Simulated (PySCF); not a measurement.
# C2F4O: the cost of one run

The runs use PySCF 2.14.0, with density-fitted response routines of our own; the level of theory stands in each step. All values are computed, except where a source is named. Atoms count from 0, in the outputs and in this text.

## Step 1: The starting structure

7 atoms, charge 0, multiplicity 1; geometry from: GFN2-xTB. The atoms were then displaced at random by about 0.01 Å, so the start is not that level's minimum.

Bonds of the start (Å): O0–C1 1.16, C1–F2 1.32, C1–C3 1.52, C3–F4 1.33, C3–F5 1.35, C3–F6 1.34.

## Step 2: Optimising the geometry at PBE0-D3(BJ)/def2-TZVP

What the job is given:

```
{"job": {"xc": "PBE0", "basis": "def2-TZVP", "d3": "d3bj", "grid": 2, "shake": 0.01, "kind": "geom"}, "charge": 0, "multiplicity": 1}
O      1.273810     1.189070    -0.770900
C      0.845860     0.218050    -0.302710
F      1.597810    -0.854290    -0.103660
C     -0.565510    -0.073840     0.173800
F     -0.624850    -0.393450     1.463910
F     -1.124370    -1.096170    -0.501910
F     -1.368810     0.981530    -0.008470
```

Started as:

```sh
OMP_NUM_THREADS=1 python probes_run.py task.json out
```

One launch serves the whole session: the jobs run in the order shown.

Q: Estimate the wall time and peak memory of this first job on 1 thread of Arm Neoverse N1, shared host.

About 3.7 min, with a peak of 0.79 GiB.
